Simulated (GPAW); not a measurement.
The system is VGe3.

```
CELL_PARAMETERS angstrom
4.76800 0.00000 0.00000
0.00000 4.76800 0.00000
0.00000 0.00000 4.76800
ATOMIC_POSITIONS crystal
Ge 0.00000 0.50000 0.25000
Ge 0.00000 0.50000 0.75000
Ge 0.50000 0.25000 0.00000
Ge 0.75000 0.00000 0.50000
Ge 0.50000 0.75000 0.00000
Ge 0.25000 0.00000 0.50000
V 0.50000 0.50000 0.50000
V 0.00000 0.00000 0.00000
```

Base run:

| Item | Value |
| --- | --- |
| Program | GPAW 26.7.0 |
| Functional | PBEsol |
| Potentials or basis | PAW data sets generated in the run's folder for this functional |
| Cutoff | 600 eV |
| Basis | pw |
| k mesh | 6 × 6 × 6 |
| Occupations | fermi-dirac, width 0.05 eV |
| Spin | collinear spin, ferromagnetic start |
| Starting moments | [0.0, 0.0, 0.0, 0.0, 0.0, 0.0, 2.0, 2.0] μB |

Its results: pressure 23.2 GPa; net moment 2.52 μB per cell; site moments Ge -0.01; V +1.07 μB.

**Question.** After a change of settings the same cell gave: pressure 32.1 GPa; net moment 4.22 μB per cell; site moments Ge -0.03; V +2.04 μB. Which change was it?
A. k mesh from 6 × 6 × 6 to 5 × 5 × 5
B. k mesh from 6 × 6 × 6 to 5 × 5 × 5; hubbard terms from none to V d U = 6 eV
C. k mesh from 6 × 6 × 6 to 5 × 5 × 5; hubbard terms from none to V d U = 4 eV

**Answer.** C.

Caveats: so large a pressure means that the cell lies far from this level's equilibrium, or that cutoff or potentials fall short (some runs); a pressure of tens of GPa on the cell as given is suspect, and the run, the potentials or the cell itself is likely at fault (some runs); the U is typed as a test and isn't derived for this compound (some runs).

Not every run made on this cell is shown here.
